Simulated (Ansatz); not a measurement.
**C₃H₉Si radical: one species, many methods**

One table from this session's results is given with a row withheld; the runs are named, their logs left out.

Computed with Ansatz 0.2.0, Gaussian basis. Level: functionals in def2-TZVPP, the program's frozen cores in correlated methods.

Levels to be run: LDA (SPW92), PBE-D4, revPBE-D4, BLYP-D4, r2SCAN-D4, B97M-V, PBE0-D4, B3LYP-D4, r2SCANh-D4, r2SCAN0-D4, HSE06-D4, BHLYP-D4, CAM-B3LYP-D4, LC-ωPBE, ωB97X-V, ωB97M-V, B2PLYP, PBE-QIDH; CCSD(T)/def2-SVP; CCSD(T)/def2-TZVPP; MP2/def2-QZVPP; extrapolation to the limit; RPA on PBE.

### The geometry

All runs share one geometry, relaxed beforehand with PBE0-D4 in a triple-zeta def2 set.

SMILES `[CH2][SiH](C)C`, 13 atoms, charge 0, spin multiplicity 2.

Atoms are counted from 1 here; the program's logs count them from 0.

Bond lengths: C1–Si2 1.847 Å, C1–H5 1.086 Å, C1–H6 1.087 Å, Si2–C3 1.875 Å, Si2–C4 1.876 Å, Si2–H7 1.492 Å, C3–H8 1.092 Å, C3–H9 1.093 Å, C3–H10 1.093 Å, C4–H11 1.093 Å, C4–H12 1.092 Å, C4–H13 1.093 Å. Angles: Si2–C1–H5 123.4°, Si2–C1–H6 122.4°, H5–C1–H6 114.2°, C1–Si2–C3 110.6°, C1–Si2–C4 110.6°, C1–Si2–H7 108.0°, C3–Si2–C4 109.4°, C3–Si2–H7 109.2°, C4–Si2–H7 109.0°, Si2–C3–H8 111.3°, Si2–C3–H9 110.7°, Si2–C3–H10 110.7°, H8–C3–H9 108.0°, H8–C3–H10 108.1°, H9–C3–H10 107.9°, Si2–C4–H11 110.6°, Si2–C4–H12 111.3°, Si2–C4–H13 110.7° and more.

Set-up of the first run:

in.yaml reads:

```yaml
crystal:
  periodic: [false, false, false]
  atoms:
    - {symbol: C, position_ang: [-1.595493, 0.674398, -0.782061]}
    - {symbol: Si, position_ang: [0.150355, 0.172020, -0.448595]}
    - {symbol: C, position_ang: [0.814201, 1.061269, 1.063283]}
    - {symbol: C, position_ang: [0.264569, -1.681208, -0.181748]}
    - {symbol: H, position_ang: [-1.920767, 1.124136, -1.714947]}
    - {symbol: H, position_ang: [-2.390300, 0.537541, -0.052978]}
    - {symbol: H, position_ang: [0.972963, 0.544600, -1.636412]}
    - {symbol: H, position_ang: [0.795291, 2.144536, 0.925957]}
    - {symbol: H, position_ang: [0.215484, 0.822628, 1.946556]}
    - {symbol: H, position_ang: [1.846169, 0.761588, 1.264935]}
    - {symbol: H, position_ang: [1.297624, -1.978632, 0.017899]}
    - {symbol: H, position_ang: [-0.084019, -2.230129, -1.059174]}
    - {symbol: H, position_ang: [-0.345775, -1.987447, 0.672185]}
basis:
  gaussian: {orbitals: def2-TZVPP}
magnetization: {spin_polarized: true, initial_magnetization: 1}
hamiltonian: {xc: lda}
output: {orbitals: {seedname: orbitals}}
```

Steps of the session up to this table: LDA; PBE-D4 (GGA); revPBE-D4 (GGA); BLYP-D4 (GGA); r2SCAN-D4 (meta-GGA); B97M-V (meta-GGA); PBE0-D4 (hybrid); B3LYP-D4 (hybrid); r2SCANh-D4 (hybrid); r2SCAN0-D4 (hybrid); HSE06-D4 (hybrid); BHLYP-D4 (hybrid); CAM-B3LYP-D4 (range-separated); LC-ωPBE-D4 (range-separated; the results give it without D4); ωB97X-V (range-separated); ωB97M-V (range-separated); B2PLYP (double hybrid); PBE-QIDH (double hybrid).

One of the session's tables, all rows but one given; the rest of the session is left out.

It belongs to the step «Frontier levels by functional». 

```
  functional  HOMO (eV)  LUMO (eV)  gap (eV)
 LDA (SPW92)      -5.30      -3.83      1.46
      PBE-D4      -5.32      -3.27      2.06
   revPBE-D4      -5.29      -3.11      2.18
     BLYP-D4      -5.11      -3.27      1.83
   r2SCAN-D4      -5.79      -2.63      3.16
      B97M-V      -5.59      -3.04      2.55
     PBE0-D4      -6.69      -2.03      4.66
    B3LYP-D4      -6.35      -2.49      3.86
  r2SCANh-D4      -6.29      -2.22      4.07
  r2SCAN0-D4      -7.04      -1.62      5.42
    HSE06-D4      -6.28      -2.43      3.85
    BHLYP-D4      -7.84      -0.95      6.89
CAM-B3LYP-D4      -8.01      -1.04      6.96
     LC-ωPBE          ?          ?         ?
     ωB97X-V      -8.94      -0.08      8.86
     ωB97M-V      -8.74      -0.26      8.48
```

Estimate the missing values for LC-ωPBE.

As computed: HOMO (eV): -9.54; LUMO (eV): 0.49; gap (eV): 10.03. In the column «HOMO (eV)» it is the lowest.
